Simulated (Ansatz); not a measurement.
# CH6InNO: the cost of one run

All numbers below are computed with Ansatz 0.2.0 (RKS PBE/def2-SVP).

### 1 The starting structure

Bond lengths: N1–C2 1.390 Å, C2–O3 1.381 Å, O3–In4 1.847 Å, N1–H5 1.088 Å, N1–H6 1.085 Å, C2–H7 1.098 Å, C2–H8 1.110 Å, In4–H9 1.563 Å, In4–H10 1.943 Å. Angles: N1–C2–O3 109.4°, N1–C2–H7 111.1°, N1–C2–H8 110.5°, O3–C2–H7 108.1°, O3–C2–H8 107.9°, H7–C2–H8 109.7°, C2–N1–H5 110.7°, C2–N1–H6 111.8°, H5–N1–H6 103.6°, C2–O3–In4 110.1°, O3–In4–H9 123.9°, O3–In4–H10 73.7°, H9–In4–H10 153.5°.

Coordinates:

```xyz
10

N    -1.2825   -0.1953   -0.0896
C    -0.1883   -1.0386    0.0616
O     0.9189   -0.4626   -0.5287
In    1.3370    1.1247    0.3181
H    -1.4640    0.0153   -1.1418
H    -1.0990    0.7851    0.3382
H    -0.3671   -2.0088   -0.4215
H     0.0389   -1.1929    1.1368
H     1.2324    1.3440    1.8622
H     0.9568    1.5781   -1.5323
```

### 2 Relaxing end A

File input.yaml:

```yaml
crystal:
  periodic: [false, false, false]
  atoms:
    - { symbol: "N", position_ang: [-1.2825, -0.1953, -0.0896] }
    - { symbol: C, position_ang: [-0.1883, -1.0386, 0.0616] }
    - { symbol: O, position_ang: [0.9189, -0.4626, -0.5287] }
    - { symbol: In, position_ang: [1.337, 1.1247, 0.3181] }
    - { symbol: H, position_ang: [-1.464, 0.0153, -1.1418] }
    - { symbol: H, position_ang: [-1.099, 0.7851, 0.3382] }
    - { symbol: H, position_ang: [-0.3671, -2.0088, -0.4215] }
    - { symbol: H, position_ang: [0.0389, -1.1929, 1.1368] }
    - { symbol: H, position_ang: [1.2324, 1.344, 1.8622] }
    - { symbol: H, position_ang: [0.9568, 1.5781, -1.5323] }
basis:
  gaussian: { orbitals: def2-SVP }
hamiltonian:
  xc: pbe
relax:
  f_tol: 0.02
  max_steps: 50
```

Command:

```bash
$ ansatz run input.yaml --threads 2 --pin off --max-ram 3072MiB --backend cpu --events-out ev --progress --plain --runs-dir out
```

**Question.** How long does this run take on 2 threads of Intel Xeon Platinum 8259CL at 2.50GHz (Skylake/Cascade Lake), shared host, and how much memory does it need?

About 90 s, with a peak of 0.18 GiB.
